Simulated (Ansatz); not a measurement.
**C₂H₄AlB (SMILES [BH2][AlH][C]#C): a relaxed scan of the bond length Al2–C3**

Aim: the energy along the bond length Al2–C3, from CCSD(T) and from cheaper methods, relative to the minimum. At each value the rest of the molecule is relaxed at PBE0-D4 with the distance held.

Program: Ansatz 0.2.0, Gaussian basis. Level of theory: single points in def2-TZVPP. These are calculated values, not measurements.

Levels: PBE-D4, r2SCAN-D4, PBE0-D4, B3LYP-D4, wB97M-V, Hartree-Fock, MP2, CCSD, CCSD(T). The scan takes 1.721, 1.760, 1.816, 1.882, 1.954, 2.033, 2.116, 2.204, 2.295 Å.

Cores are frozen in the correlated methods. B3LYP uses VWN-RPA correlation.

27 further runs of the same task are left out: 27 set aside as unsound or not needed.

### Step 1. The starting structure

The minimum, relaxed at PBE0-D4: SMILES `[BH2][AlH][C]#C`, 8 atoms, charge 0, spin multiplicity 1.

Atoms are counted from 1 here; the program's logs count them from 0.

Bond lengths: B1–Al2 2.116 Å, B1–H5 1.200 Å, B1–H6 1.200 Å, Al2–C3 1.913 Å, Al2–H7 1.588 Å, C3–C4 1.212 Å, C4–H8 1.067 Å. Angles: Al2–B1–H5 122.7°, Al2–B1–H6 122.7°, H5–B1–H6 114.6°, B1–Al2–C3 118.1°, B1–Al2–H7 124.2°, C3–Al2–H7 117.7°, Al2–C3–C4 177.8°, C3–C4–H8 179.6°.

Geometry (Å):

```mol
C2H4AlB
  3D, bonds by distance, orders not assigned

  8  7  0  0  0  0  0  0  0  0999 V2000
   -0.9791    1.6103   -0.6589 B   0  0
    0.7322    0.3980   -0.3799 Al  0  0
    0.5237   -1.2516    0.5653 C   0  0
    0.3469   -2.2874    1.1684 C   0  0
   -1.6975    1.5081   -1.6142 H   0  0
   -1.3100    2.4553    0.1258 H   0  0
    2.1843    0.7685   -0.9053 H   0  0
    0.1994   -3.2012    1.6988 H   0  0
  1  2  8  0
  1  5  8  0
  1  6  8  0
  2  3  8  0
  2  7  8  0
  3  4  8  0
  4  8  8  0
M  END
```

Energies of the minimum (eV), from earlier single points: PBE-D4 -9402.44774, r2SCAN-D4 -9407.68079, PBE0-D4 -9403.46923, B3LYP-D4 -9411.56406, wB97M-V -9408.51990, CCSD(T) -9391.86506.

At the minimum the bond length Al2–C3 is 1.913 Å.

### Step 2. Al2–C3 = 1.721 Å

relax/in.yaml reads:

```yaml
crystal:
  periodic: [false, false, false]
  atoms:
    - {symbol: B, position_ang: [-0.979071, 1.610333, -0.658908]}
    - {symbol: Al, position_ang: [0.732208, 0.397982, -0.379930]}
    - {symbol: C, position_ang: [0.544598, -1.086338, 0.470622]}
    - {symbol: C, position_ang: [0.367836, -2.122144, 1.073742]}
    - {symbol: H, position_ang: [-1.697463, 1.508070, -1.614250]}
    - {symbol: H, position_ang: [-1.310001, 2.455278, 0.125791]}
    - {symbol: H, position_ang: [2.184273, 0.768490, -0.905309]}
    - {symbol: H, position_ang: [0.220286, -3.035886, 1.604140]}
basis:
  gaussian: {orbitals: def2-TZVP}
hamiltonian: {xc: pbe0, dispersion: d4}
relax: {f_tol: 0.005, max_steps: 200, constraints: [{distance: [1, 2]}]}
```

No record of the launch command was kept for these runs.

The runs that follow: Al2–C3 = 1.760 Å; Al2–C3 = 1.816 Å; Al2–C3 = 1.882 Å; Al2–C3 = 1.954 Å; Al2–C3 = 2.033 Å; Al2–C3 = 2.116 Å; Al2–C3 = 2.204 Å; Al2–C3 = 2.295 Å.

Before running it: what results should come out? Wanted: highest point, CCSD(T); lowest point, CCSD(T); minimum along the scan, CCSD(T); RMS deviation from CCSD(T); largest T1 diagnostic.

The runs gave:

```
                       quantity                                                                                                            value
         highest point, CCSD(T)                                                                                         16.3 kcal/mol at 2.295 Å
          lowest point, CCSD(T)                                                                                          0.0 kcal/mol at 1.913 Å
minimum along the scan, CCSD(T)                                                                                                          1.922 Å
                curvature there                                                                                                       16.7 eV/Å²
     RMS deviation from CCSD(T)  PBE-D4 0.4, r2SCAN-D4 0.7, PBE0-D4 0.7, B3LYP-D4 0.5, wB97M-V 0.4, Hartree-Fock 0.4, MP2 0.2, CCSD 0.1 kcal/mol
          largest T1 diagnostic                                                                                                            0.013
```

In words: A polynomial through the near points puts the CCSD(T) minimum 0.009 Å above the PBE0-D4 value. The third derivative is negative, the usual anharmonicity of a bond. Curvature against CCSD(T): PBE-D4 -3 %, Hartree-Fock +4 %. CCSD follows the CCSD(T) curve best and r2SCAN-D4 worst.
